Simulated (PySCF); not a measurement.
# C₄H₁₀N₂Si₂: a tour of settings, part 2 of 2

PySCF 2.14.0. Atoms count from 0. The steps go on from the part before.

**5. Excited states and response: OLYP/MINI**

Job settings and geometry (Å):

```
{"job": {"kind": "uv", "xc": "OLYP", "basis": "MINI", "nstates": 25, "ntriplets": 5, "tda": true}, "charge": 0, "multiplicity": 1}
Si     2.187781    -0.913669     0.723383
C      0.961514    -0.802865    -0.739079
C      0.151269     0.433021    -0.651463
C      0.435707     1.702989    -1.060277
N     -0.585034     2.547274    -0.725887
C     -1.459187     1.807336    -0.126275
N     -1.083894     0.491512    -0.036449
Si    -2.027104    -0.809572     0.648990
H      1.450154    -0.871933     1.987485
H      2.909905    -2.183591     0.616545
H      3.115148     0.213210     0.649337
H      0.310705    -1.677664    -0.758096
H      1.521786    -0.790100    -1.675074
H      1.300748     2.064048    -1.580358
H     -2.391325     2.157832     0.268282
H     -3.227232    -0.162005     1.166165
H     -2.341943    -1.756882    -0.422684
H     -1.237759    -1.442622     1.703800
```

Method: TDA OLYP/MINI, vertical, gas phase, core orbitals frozen in the response.

The log of the run:

```text
coarse grid: 15920 points
cycle   1  E = -841.3487940368  dE =  1.018e+00  |g| = 3.981e-01  |ddm| = 6.670e+00
cycle   2  E = -841.2278593512  dE =  1.209e-01  |g| = 7.468e-01  |ddm| = 2.153e+00
cycle   3  E = -841.4017255717  dE = -1.739e-01  |g| = 1.875e-01  |ddm| = 1.465e+00
cycle   4  E = -841.4112436998  dE = -9.518e-03  |g| = 6.078e-02  |ddm| = 3.556e-01
cycle   5  E = -841.4122545570  dE = -1.011e-03  |g| = 1.831e-02  |ddm| = 1.154e-01
cycle   6  E = -841.4123564785  dE = -1.019e-04  |g| = 5.395e-03  |ddm| = 3.734e-02
cycle   7  E = -841.4123664256  dE = -9.947e-06  |g| = 1.390e-03  |ddm| = 1.133e-02
final grid: 144392 points
cycle   8  E = -841.4482121791  dE = -4.291e-05  |g| = 6.368e-03  |ddm| = 4.595e-02
cycle   9  E = -841.4482138701  dE = -1.691e-06  |g| = 6.448e-03  |ddm| = 2.906e-02
cycle  10  E = -841.4482289266  dE = -1.506e-05  |g| = 1.872e-03  |ddm| = 1.490e-02
cycle  11  E = -841.4482299770  dE = -1.050e-06  |g| = 5.261e-04  |ddm| = 3.466e-03
cycle  12  E = -841.4482300654  dE = -8.841e-08  |g| = 1.177e-04  |ddm| = 9.762e-04
cycle  13  E = -841.4482300696  dE = -4.228e-09  |g| = 3.870e-05  |ddm| = 2.516e-04
cycle  14  E = -841.4482300701  dE = -5.093e-10  |g| = 8.147e-06  |ddm| = 8.352e-05
converged SCF energy = -841.4482300701

Static polarisability (au): isotropic 70.745, principal 48.157 78.980 85.098

Singlet excitations
state   eV       nm        f      main configurations
  1   4.9246    251.8   0.00047   H->L 0.98
  2   6.0813    203.9   0.01924   H->L+1 0.96
  3   6.4622    191.9   0.00177   H-1->L+1 0.98
  4   6.8898    180.0   0.27816   H-1->L 0.68, H->L+2 0.12
  5   6.9443    178.5   0.05806   H->L+2 0.69, H->L+3 0.14, H-1->L 0.11
  6   7.0781    175.2   0.09183   H-2->L 0.47, H-1->L+2 0.40
  7   7.4248    167.0   0.00970   H->L+3 0.82, H->L+2 0.14
  8   7.7135    160.7   0.00475   H->L+4 0.68, H-1->L+3 0.15
  9   7.7537    159.9   0.00326   H-2->L+1 0.94
 10   7.8469    158.0   0.03231   H-1->L+3 0.53, H->L+4 0.23
 11   7.9496    156.0   0.00331   H->L+5 0.90
 12   8.2137    150.9   0.03056   H-1->L+4 0.80
 13   8.3294    148.9   0.00243   H-3->L 0.98
 14   8.3791    148.0   0.00170   H-4->L 0.93
 15   8.4016    147.6   0.00258   H->L+6 0.92
 16   8.4209    147.2   0.00325   H-1->L+5 0.98
 17   8.5398    145.2   0.00135   H->L+7 0.98
 18   8.6170    143.9   0.09972   H-2->L+2 0.20, H-2->L+3 0.16, H-1->L+4 0.12
 19   8.8066    140.8   0.00092   H->L+8 0.97
 20   8.9221    139.0   0.03305   H-1->L+6 0.88
 21   9.0109    137.6   0.06450   H-2->L+3 0.38, H-1->L+7 0.22, H-5->L 0.17
 22   9.0881    136.4   0.03731   H-1->L+7 0.72, H-5->L 0.12
 23   9.1303    135.8   0.00127   H->L+9 0.96
 24   9.2451    134.1   0.03238   H-7->L 0.50, H-5->L 0.14, H-6->L 0.12
 25   9.2676    133.8   0.05035   H-7->L 0.39, H-6->L 0.36

Triplet excitations (Tamm-Dancoff, eV): 4.6278 4.6717 5.7046 5.8875 5.9549
```

Wall time 17 s (1 thread of Arm Neoverse V2, shared host); peak memory 0.43 GiB.

Frontier orbitals and where they lie:

```csv
orbital,eV,atoms
HOMO−3,-10.45,"Si0 37 %, H10 33 %, H8 19 %"
HOMO−2,-8.65,"N6 38 %, N4 34 %, C3 18 %"
HOMO−1,-7.46,"C2 30 %, C5 29 %, C3 26 %"
HOMO,-6.97,N4 86 %
LUMO,-2.15,"C2 27 %, C5 24 %, N6 17 %"
LUMO+1,-1.01,"Si7 62 %, N6 19 %, Si0 4 %"
LUMO+2,-0.73,"N4 36 %, C3 25 %, C5 18 %"
```

With each of the 25 states as a Gaussian band of 0.4 eV half-width at 1/e, the curve within the window shown has maxima at 179 nm (ε 17,000), 138 nm (ε 9,300) L/(mol cm). Beyond the last state computed it falls off for lack of states. The curve at chosen wavelengths:

| nm | ε (L/mol/cm) |
| --- | --- |
| 130 | 2711 |
| 136 | 8688 |
| 143 | 7925 |
| 149 | 4854 |
| 155 | 3086 |
| 161 | 2643 |
| 168 | 5815 |
| 174 | 13363 |
| 180 | 16766 |
| 187 | 10407 |
| 193 | 4325 |
| 199 | 1697 |
| 205 | 979 |
| 212 | 597 |
| 218 | 315 |
| 224 | 132 |
| 230 | 48 |
| 237 | 20 |
| 243 | 17 |
| 249 | 19 |
| 256 | 18 |
| 262 | 15 |
| 268 | 11 |
| 274 | 7 |
| 281 | 4 |
| 287 | 2 |

Leading natural transition orbitals of singlet state 4: the hole lies on C2, C3 about 27 % each; C5 15 %; C1 7 %; the particle on C5 27 %; N4, N6 about 15 % each; C2 14 %.

Leading natural transition orbitals of singlet state 1: the hole lies on N4 79 %; the particle on C2 28 %; N6 17 %; C3, C5 about 15 % each.

Further results of this job:

| property | computed |
| --- | --- |
| dipole moment (D) | 3.42 |
| polarisability (Å³) | 10.48 |
| HOMO–LUMO gap (eV) | 4.82 |
| −ε(HOMO) (eV) | 6.97 |

The fields below are evaluated on a grid from the run's orbitals.

Frontier orbitals at OLYP/MINI, with the share of their density that lies nearest to each atom:

```
orbital  energy (eV)                                   lies on
   HOMO        -6.97                                   N4 79 %
   LUMO        -2.15  C2, C5 about 23 % each; N6 18 %; C3 10 %
```

ELF in a plane through or near 6 of the atoms.

Ten even steps from ' ' (0.00) to '@' (1.00):
```
                                                        
                                                        
                      ::++==                            
                    **@@@@@@::  ..----                  
                  ..@@@@@@@@++--++####==                
                    ++@@@@@@==**######==..              
            ....      --**--++**######++--::::          
          ::--::      ..++%%##--..++####**##**..        
          ::----::------**::::++++******####**          
        ..--====++##%%####****##::****::....            
      --******==::**@@##**====**==##++..                
    ::%%@@@@@@##--++##**==....++**------++####::        
    --@@@@@@@@@@++--::::..  ..--::##==++@@@@@@##..      
    ..%%@@@@@@@@==..        ****..##::++@@@@@@##        
      ..**@@@@**::        --####**====++**%%%%--        
            ..            ==****==--::::::::::          
                            ::::..                      
                                                        
                                                        
                                                        
```
The map spans 12.1 Å across and 10.9 Å up, centred on the molecule. Atoms in the plane (x, y in Å): C2 (0.0, 0.7), C3 (0.2, 2.0), N6 (1.2, 0.1), Si7 (1.6, -1.6), H9 (-3.5, -1.2), H13 (-0.5, 2.8).

log10 of the density (e/Å³) in the same plane.

Ten even steps from ' ' (-4.0) to '@' (1.6):
```
                                                        
                        ......                          
                  ..::::------::::::..                  
                ..::--==++++==========--..              
                ..--==++************++==--..            
          ....::::--==++**##########**++==--::          
        ..::--------==++**##@@######****++==--::        
      ..::--========++++**####****####****++==::..      
    ..::--====++++++******############****++==::..      
    ::----==++++******##########@@##**++++==--::..      
  ..::--==++++******####******##%%##**++====--::..      
  ..::==++****************++++********++++++==--::..    
  ..--==++******++++++++++==++**##@@%%****++++--::..    
  ..::--==++++++++==========++**##%%##****++==--::..    
    ..::--======----------==++++****++++++====--::      
      ..::::::::::::::::----==++++++======----::..      
            ......    ..::::------------::::....        
                          ..::::::::::......            
                                                        
                                                        
```
The map spans 12.1 Å across and 10.9 Å up, centred on the molecule. Atoms in the plane (x, y in Å): C2 (0.0, 0.7), C3 (0.2, 2.0), N6 (1.2, 0.1), Si7 (1.6, -1.6), H9 (-3.5, -1.2), H13 (-0.5, 2.8).

On the surface of density 0.002 e/bohr³ the electrostatic potential runs, from the 1st to the 99th percentile, from -2.03 V near N4 to 1.45 V near H16.

**6. Ultraviolet spectrum: WP04/def2-SVP**

The job, as its differences from that of step 5:

```diff
@@ -1,2 +1,2 @@
-{"job": {"kind": "uv", "xc": "OLYP", "basis": "MINI", "nstates": 25, "ntriplets": 5, "tda": true}, "charge": 0, "multiplicity": 1}
+{"job": {"kind": "uv", "xc": "WP04", "basis": "def2-SVP", "nstates": 6, "ntriplets": 2, "tda": false}, "charge": 0, "multiplicity": 1}
 Si     2.187781    -0.913669     0.723383
```

Level: TDDFT WP04/def2-SVP, vertical, gas phase, core orbitals frozen in the response.

The log of the run:

```text
coarse grid: 15920 points
cycle   1  E = -859.1912155401  dE =  9.515e-01  |g| = 6.479e-01  |ddm| = 4.565e+00
cycle   2  E = -859.0311933496  dE =  1.600e-01  |g| = 1.024e+00  |ddm| = 1.934e+00
cycle   3  E = -859.2921016472  dE = -2.609e-01  |g| = 2.231e-01  |ddm| = 1.335e+00
cycle   4  E = -859.3025452088  dE = -1.044e-02  |g| = 8.088e-02  |ddm| = 2.630e-01
cycle   5  E = -859.3038878756  dE = -1.343e-03  |g| = 2.986e-02  |ddm| = 9.132e-02
cycle   6  E = -859.3040852755  dE = -1.974e-04  |g| = 7.637e-03  |ddm| = 3.294e-02
cycle   7  E = -859.3040990515  dE = -1.378e-05  |g| = 2.547e-03  |ddm| = 9.389e-03
cycle   8  E = -859.3041006816  dE = -1.630e-06  |g| = 3.892e-04  |ddm| = 2.805e-03
final grid: 144392 points
cycle   9  E = -859.4462717476  dE = -5.033e-05  |g| = 5.880e-03  |ddm| = 3.848e-02
cycle  10  E = -859.4462666805  dE =  5.067e-06  |g| = 7.437e-03  |ddm| = 1.487e-02
cycle  11  E = -859.4462811868  dE = -1.451e-05  |g| = 1.165e-03  |ddm| = 8.328e-03
cycle  12  E = -859.4462815044  dE = -3.177e-07  |g| = 3.138e-04  |ddm| = 1.348e-03
cycle  13  E = -859.4462815279  dE = -2.349e-08  |g| = 9.274e-05  |ddm| = 3.999e-04
cycle  14  E = -859.4462815297  dE = -1.805e-09  |g| = 4.009e-05  |ddm| = 1.211e-04
cycle  15  E = -859.4462815301  dE = -3.956e-10  |g| = 7.315e-06  |ddm| = 4.647e-05
converged SCF energy = -859.4462815301

Static polarisability (au): isotropic 92.682, principal 70.123 98.989 108.934

Singlet excitations
state   eV       nm        f      main configurations
  1   5.5405    223.8   0.00188   H->L+1 0.99
  2   5.8655    211.4   0.21585   H->L 0.94
  3   6.1129    202.8   0.00129   H-1->L 0.99
  4   6.2760    197.6   0.00557   H->L+2 0.95
  5   6.4894    191.1   0.00394   H->L+3 0.78, H->L+4 0.12
  6   6.6267    187.1   0.00112   H->L+4 0.75, H-2->L 0.17

Triplet excitations (Tamm-Dancoff, eV): 4.0939 5.3472
```

Run time: 32 s. Hardware: 1 thread of Arm Neoverse V2, shared host; peak memory 0.81 GiB.

This run: HOMO -7.31 eV, LUMO -1.59 eV; lowest singlet 5.54 eV.

**7. Comparing the runs: electronic excitations**

Excitations and ground-state properties, with basis size and wall time:

```csv
run,lowest singlet (eV),brightest (eV),f,gap (eV),α (Å³),μ (D),functions,time
OLYP/MINI,4.92,6.89,0.278,4.82,10.48,3.42,58,17 s
WP04/def2-SVP,5.54,5.87,0.216,5.73,13.73,3.58,170,32 s
```

**8. Results**

What follows sums up all 2 parts.

| quantity | value |
| --- | --- |
| largest coupling of the table (LDA/pcSseg-0) | ¹J(Si,H) Si7–H15, -242.5 Hz |
| lowest singlet (OLYP/MINI) | 4.92 eV (252 nm), f = 0.000 |
| brightest single state of those computed | state 4, 6.89 eV, f = 0.278 |
| lowest triplet | 4.63 eV |
| surface potential, 1st and 99th percentile | -2.03 V and 1.45 V |
| range of the lowest singlet | 4.92 to 5.54 eV |
| property runs in this session | 5, of which 1 failed and 2 gave unsound results |

Single values in the summary come from the first run of each kind that ended normally (LDA/pcSseg-0; OLYP/MINI), which need not be the best level. A minimal basis gives no usable values, so read them as a test of settings alone. Of the pairs tabulated at LDA/pcSseg-0, Si7–H15 (mean over like pairs) couples most strongly (-242.5 Hz; Fermi contact -243.1 Hz). Couplings across rotatable bonds belong to this one conformer; where others are populated, the observed values are averages. The lowest singlet, at 4.92 eV, is HOMO→LUMO 0.98 and is dark; of the 25 states computed, the strongest absorption comes from state 4 at 6.89 eV. The lowest triplet lies 0.30 eV below the lowest singlet. The basis of OLYP/MINI has no diffuse functions, so Rydberg states are missing and the high states are unreliable. By nearest atom (OLYP/MINI), the HOMO sits on N4 79 % and the LUMO on C2, C5 about 23 % each; N6 18 %. The lowest singlet runs from 4.92 eV (OLYP/MINI) to 5.54 eV (WP04/def2-SVP), while the orbital gap spans 4.82 to 5.73 eV. The lowest state need not be the same one in every run. The runs solved for a few states only, so the brightest column depends on that window. Couplings from bases without tight functions are rough.
